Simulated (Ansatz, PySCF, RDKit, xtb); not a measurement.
**PNH3SeF: from the formula to a structure**

Task: start from the formula PNH3SeF, draw up candidate structures, narrow them down in stages, and characterise the one that lies lowest at 600 K.

Plan: many cheap relaxations first (GFN2-xTB), then density-functional screening, relaxation at B3LYP-D3(BJ)/def2-SVP, vibrations and a final energy. The numbers are computed, not measured.

7 further runs of the same task are left out: 7 set aside as unsound or not needed.

## (1) Candidates

All bonding patterns within simple valence rules are listed by program: one Lewis structure each, at most two rings and one unusual centre or charged pair. O–O, O–halogen and N–halogen bonds and N–N–N chains are not drawn. That gives 36 candidates.

c012 F/[SeH]=N\P; c064 F[P@H][NH2+][Se-]; c083 N=[Se@H](F)=P; c093 N/[SeH]=P\F; c129 N[Se@H](F)#P; c184 N[P@](F)[SeH]; c193 F[Se@H]1N[P@H]1; c196 F[Se@@H]1N[P@H]1; c213 F/[SeH]=[NH+]\[PH-]; c218 F[Se][N-][P@H3+]; c248 N=[P@H](F)[SeH]; c278 F[P-][NH2+][SeH]; c295 F[Se][NH2+][PH-]; c297 N=[Se@](F)P; c303 F[P@H2+][N-][SeH]; c332 N[P@H](F)=[Se]; c335 F[Se@@H]1[NH2+][P-]1; c368 N#[Se@H](F)P; c381 F[Se]NP; c403 F[Se@H]1[N-][P@H2+]1; c480 N/P=[SeH]/F; c536 N=[P@@H]=[SeH]F; c584 [NH3+][P-][Se]F; c590 F/[SeH]=[NH+]/[PH-]; c604 N/P=[SeH]\F; c644 N=[SeH][P@H]F; c655 N[P@H][Se]F; c664 N[Se][P@H]F; c690 N/[SeH]=P/F; c707 F[P@H]N[SeH]; c733 N[Se@](F)=P; c802 [NH-][P@H2+][Se]F; c808 N=[P@H]=[SeH]F; c829 F[Se@@H]1[N-][P@H2+]1; c959 F/[SeH]=N/P; c972 F[P@@H]1=[SeH]N1.

Candidates are built by distance geometry, with a force field where one applies, in up to four conformers (letters a to d). 16 starts with atoms placed at random are added, to find patterns that the rules miss.

Q: Predict the outcome of this search (final energies at CCSD(T)/def2-TZVP).

| quantity | value |
| --- | --- |
| lowest structure found | N[P@H](F)=[Se], singlet, C1 |
| next finalist | N[P@](F)[SeH], singlet, 6.9 kcal/mol higher in G |
| share at equilibrium, among the finalists | 99.7 % |
| harmonic wavenumbers, lowest and highest (B3LYP-D3(BJ)/def2-SVP) | 207 and 3650 cm⁻¹ |
| rotational constants, same geometry | 0.2407, 0.06891, 0.05699 cm⁻¹ |
| dipole moment (PBE0/def2-TZVPD) | 3.66 D |
| HOMO energy (PBE0/def2-TZVPD) | -6.93 eV |
| LUMO energy (PBE0/def2-TZVPD) | -0.23 eV |
| HOMO–LUMO gap (PBE0/def2-TZVPD) | 6.70 eV |
| lowest excitation (TD-CAM-B3LYP/def2-SVPD) | 5.33 eV (f = 0.011) |
| strongest of the states computed, same level | 6.51 eV (f = 0.184) |
| lowest triplet excitation, same level, Tamm-Dancoff | 4.74 eV |
| vertical ionisation energy | 9.09 eV |
| vertical electron affinity | -0.89 eV (unbound: the value depends on the basis) |
| vertical triplet less singlet | +4.83 eV |

`N[P@H](F)=[Se]` comes out lowest. The margin of 6.9 kcal/mol over the next finalist is beyond the usual error of the last level; it says nothing of structures that weren't ranked. GFN2-xTB, r2SCAN-D4/def2-SVP, B3LYP-D3(BJ)/def2-SVP, HF/def2-TZVP and MP2/def2-TZVP already put its bonding pattern lowest among the structures in one piece; HF/STO-3G favours the singlet N[P@](F)[SeH]. 6 minima inside the window were never screened. Lowest found is not proven lowest: the search is finite, and each finalist counts with one conformer. Patterns outside the rules of the enumeration were met only by chance.
